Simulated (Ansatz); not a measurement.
The system is MnS.

```xyz
2
Lattice="0.0000 2.6122 2.6122 2.6122 0.0000 2.6122 2.6122 2.6122 0.0000" Properties=species:S:1:pos:R:3 pbc="T T T"
Mn    0.0000    0.0000    0.0000
S     2.6122    2.6122    2.6122
```

Program: Ansatz 0.2.0. Alike in all runs: task single point; potentials or basis Ansatz PAW; cell as given; k mesh 6 × 6 × 6; cutoff (eV) 420; smearing gaussian 0.05 eV.

Q: Order these runs on this cell by their band gap on the k mesh, lowest first.
A. level PBE+U; spin collinear, ferromagnetic start; U Mn d U = 3 eV
B. level PBEsol+U; spin collinear, ferromagnetic start; U Mn d U = 2 eV
C. level PBEsol+U; spin collinear, program default start; U Mn d U = 4 eV

A: B (metal), A (0.51 eV), C (0.78 eV).

Caveats: the magnetic or orbital state may not be the lowest; a cell with one magnetic atom can't hold antiferromagnetic order, which such compounds often take.

A k mesh can miss the band edges.

Not every run made on this cell is shown here.
